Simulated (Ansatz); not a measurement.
# CoCu3H6Cl2O6: the cost of one run

Computed with Ansatz 0.2.0 (DFT PBE, scalar-relativistic, plane waves, PAW, unless a step's input says otherwise).

## (1) The system as given

The structure is trigonal, space group R-3m (No. 166). The conventional cell has a = 6.841 Å, b = 6.841 Å, c = 14.093 Å, α = 90.00°, β = 90.00°, γ = 120.00°. Co (site symmetry -3m) is surrounded by 6 O at 2.11 Å. Cu (site symmetry 2/m) is surrounded by 4 O at 1.99 Å. H (site symmetry m) is surrounded by 1 O at 0.83 Å. Cl (site symmetry 3m) is surrounded by 3 H at 2.30 Å. O (site symmetry m) has 1 H at 0.83 Å as nearest neighbours.

Structure file:

```
CELL_PARAMETERS angstrom
3.42059 1.97488 4.69752
-3.42059 1.97488 4.69752
0.00000 -3.94976 4.69752
ATOMIC_POSITIONS crystal
Co 0.00000 0.00000 0.00000
Cu 0.50000 0.00000 0.00000
Cu 0.00000 0.50000 0.00000
Cu 0.00000 0.00000 0.50000
H 0.27600 0.27600 0.70000
H 0.70000 0.27600 0.27600
H 0.27600 0.70000 0.27600
H 0.30000 0.72400 0.72400
H 0.72400 0.72400 0.30000
H 0.72400 0.30000 0.72400
Cl 0.30521 0.30521 0.30521
Cl 0.69479 0.69479 0.69479
O 0.23145 0.23145 0.85210
O 0.85210 0.23145 0.23145
O 0.23145 0.85210 0.23145
O 0.14790 0.76855 0.76855
O 0.76855 0.76855 0.14790
O 0.76855 0.14790 0.76855
```

The moments start at Co 3.00; Cu 1.00 μB.

## (2) First run, at the start cell

File input.yaml:

```yaml
crystal:
  lattice:
    - [3.420591, 1.97487913, 4.69752233]
    - [-3.420591, 1.97487913, 4.69752233]
    - [0.0, -3.94975827, 4.69752233]
  atoms:
    - { symbol: Co, position: [1.0, 0.0, 0.0], spin: 3.0 }
    - { symbol: Cu, position: [0.5, 1.0, 0.0], spin: 1.0 }
    - { symbol: Cu, position: [0.0, 0.5, 0.0], spin: 1.0 }
    - { symbol: Cu, position: [0.0, 0.0, 0.5], spin: 1.0 }
    - { symbol: H, position: [0.276, 0.276, 0.7] }
    - { symbol: H, position: [0.7, 0.276, 0.276] }
    - { symbol: H, position: [0.276, 0.7, 0.276] }
    - { symbol: H, position: [0.3, 0.724, 0.724] }
    - { symbol: H, position: [0.724, 0.724, 0.3] }
    - { symbol: H, position: [0.724, 0.3, 0.724] }
    - { symbol: Cl, position: [0.30521, 0.30521, 0.30521] }
    - { symbol: Cl, position: [0.69479, 0.69479, 0.69479] }
    - { symbol: O, position: [0.23145, 0.23145, 0.8521] }
    - { symbol: O, position: [0.8521, 0.23145, 0.23145] }
    - { symbol: O, position: [0.23145, 0.8521, 0.23145] }
    - { symbol: O, position: [0.1479, 0.76855, 0.76855] }
    - { symbol: O, position: [0.76855, 0.76855, 0.1479] }
    - { symbol: O, position: [0.76855, 0.1479, 0.76855] }
basis:
  ecutwfc: 420
  ecutrho_ratio: 4
kpoints:
  mp_grid: { grid: [6, 6, 6] }
hamiltonian:
  xc: pbe
scf:
  occupations: { method: gaussian, width: 0.05 }
output:
  forces: true
  stress: true
  eigenvalues: true
  populations: true
magnetization:
  spin_polarized: true
relax:
  f_tol: 0.01
  max_steps: 60
  cell: { stress_tol: 0.04 }
```

Command:

```
$ ansatz run input.yaml --threads 4 --pin off --max-ram 10240MiB --backend cpu --events-out ev --progress --plain --runs-dir out
```

**Question.** How long does this run take on 4 threads of Arm Neoverse V1, shared host, and how much memory does it need?

About 7.7 min, with a peak of 1.6 GiB.
